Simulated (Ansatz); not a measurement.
**Y: an axial (c/a) deformation path**

Aim: for Y, look for other minima along an axial (c/a) path.

Program: Ansatz 0.2.0. Level of theory: DFT PBE, scalar-relativistic, plane waves, PAW. These are calculated values, not measurements.

## 1. The system as given

Symmetry: P6_3/mmc, No. 194, hexagonal system. The conventional cell has a = 3.651 Å, b = 3.651 Å, c = 5.747 Å, α = 90.00°, β = 90.00°, γ = 120.00°. Y (site symmetry -6m2) has 12 Y at 3.56 to 3.65 Å in its first shell of neighbours.

Structure file:

```
CELL_PARAMETERS angstrom
3.65150 0.00000 0.00000
-1.82575 3.16229 0.00000
0.00000 0.00000 5.74740
ATOMIC_POSITIONS crystal
Y 0.33333 0.66667 0.25000
Y 0.66667 0.33333 0.75000
```

No relaxation comes first: the listed cell is the starting point.

## 2. Zero of the scan

The input, input.yaml:

```yaml
crystal:
  lattice:
    - [3.6514992371, 0.0, 0.0]
    - [-1.8257496185, 3.1622911012, 0.0]
    - [0.0, 0.0, 5.7474]
  atoms:
    - { symbol: "Y", position: [0.3333333333, 0.6666666667, 0.25] }
    - { symbol: "Y", position: [0.6666666667, 0.3333333333, 0.75] }
basis:
  ecutwfc: 420
kpoints:
  mp_grid: { grid: [18, 18, 10] }
hamiltonian:
  xc: pbe
scf:
  occupations: { method: gaussian, width: 0.15 }
output:
  forces: true
  stress: true
  eigenvalues: true
```

Command:

```console
ansatz run input.yaml --threads 1 --pin off --max-ram 2560MiB --backend cpu --events-out ev --progress --plain --runs-dir out
```

## 3. The scan: an axial (c/a) deformation path

At fixed volume and fractional coordinates, lengths along (0.000, 0.000, 1.000) are scaled against those across it; ρ is that ratio over its starting value.

## 4. At ρ = 0.850

Edit input.yaml of step 2 so:

```diff
@@ -2,5 +2,5 @@
   lattice:
-    - [3.6514992371, 0.0, 0.0]
-    - [-1.8257496185, 3.1622911012, 0.0]
-    - [0.0, 0.0, 5.7474]
+    - [3.8547679461, 0.0, 0.0]
+    - [-1.927383973, 3.3383269671, 0.0]
+    - [0.0, 0.0, 5.1572403763]
   atoms:
```

## 5. At ρ = 1.200

Edit input.yaml of step 4 so:

```diff
@@ -2,5 +2,5 @@
   lattice:
-    - [3.8547679461, 0.0, 0.0]
-    - [-1.927383973, 3.3383269671, 0.0]
-    - [0.0, 0.0, 5.1572403763]
+    - [3.4361923415, 0.0, 0.0]
+    - [-1.7180961707, 2.9758298601, 0.0]
+    - [0.0, 0.0, 6.4902125669]
   atoms:
```

## 6. ρ = 0.920

Edit input.yaml of step 5 so:

```diff
@@ -2,5 +2,5 @@
   lattice:
-    - [3.4361923415, 0.0, 0.0]
-    - [-1.7180961707, 2.9758298601, 0.0]
-    - [0.0, 0.0, 6.4902125669]
+    - [3.754412079, 0.0, 0.0]
+    - [-1.8772060395, 3.2514162367, 0.0]
+    - [0.0, 0.0, 5.4366324776]
   atoms:
```

## 7. Point ρ = 1.100

Edit input.yaml of step 6 so:

```diff
@@ -2,5 +2,5 @@
   lattice:
-    - [3.754412079, 0.0, 0.0]
-    - [-1.8772060395, 3.2514162367, 0.0]
-    - [0.0, 0.0, 5.4366324776]
+    - [3.5373143224, 0.0, 0.0]
+    - [-1.7686571612, 3.0634040643, 0.0]
+    - [0.0, 0.0, 6.1244422956]
   atoms:
```

## 8. ρ = 0.960

Edit input.yaml of step 7 so:

```diff
@@ -2,5 +2,5 @@
   lattice:
-    - [3.5373143224, 0.0, 0.0]
-    - [-1.7686571612, 3.0634040643, 0.0]
-    - [0.0, 0.0, 6.1244422956]
+    - [3.7015259911, 0.0, 0.0]
+    - [-1.8507629955, 3.2056155411, 0.0]
+    - [0.0, 0.0, 5.5930956399]
   atoms:
@@ -20 +20,5 @@
   eigenvalues: true
+  write_density: true
+  write_potential: true
+  elf: true
+  volumetric_format: npy
```

## 9. Point ρ = 1.050

Edit input.yaml of step 8 so:

```diff
@@ -2,5 +2,5 @@
   lattice:
-    - [3.7015259911, 0.0, 0.0]
-    - [-1.8507629955, 3.2056155411, 0.0]
-    - [0.0, 0.0, 5.5930956399]
+    - [3.5925937875, 0.0, 0.0]
+    - [-1.7962968937, 3.1112774854, 0.0]
+    - [0.0, 0.0, 5.9374179763]
   atoms:
@@ -20,5 +20 @@
   eigenvalues: true
-  write_density: true
-  write_potential: true
-  elf: true
-  volumetric_format: npy
```

## 10. ρ = 0.800

Edit input.yaml of step 9 so:

```diff
@@ -2,5 +2,5 @@
   lattice:
-    - [3.5925937875, 0.0, 0.0]
-    - [-1.7962968937, 3.1112774854, 0.0]
-    - [0.0, 0.0, 5.9374179763]
+    - [3.9334583135, 0.0, 0.0]
+    - [-1.9667291567, 3.4064748242, 0.0]
+    - [0.0, 0.0, 4.952959175]
   atoms:
```

## 11. Point ρ = 1.300

Edit input.yaml of step 10 so:

```diff
@@ -2,5 +2,5 @@
   lattice:
-    - [3.9334583135, 0.0, 0.0]
-    - [-1.9667291567, 3.4064748242, 0.0]
-    - [0.0, 0.0, 4.952959175]
+    - [3.3457238853, 0.0, 0.0]
+    - [-1.6728619426, 2.8974818787, 0.0]
+    - [0.0, 0.0, 6.845948985]
   atoms:
@@ -20 +20,5 @@
   eigenvalues: true
+  write_density: true
+  write_potential: true
+  elf: true
+  volumetric_format: npy
```

(Steps that only read results are left out.)

**Question.** What will these runs give? Wanted: highest point.

**Answer**, as computed:

```
     quantity                        value
highest point  250.8 meV/atom at ρ = 1.300
```

In words: The undisturbed cell stays the lowest of the sampled points. No further minimum shows among the sampled points.
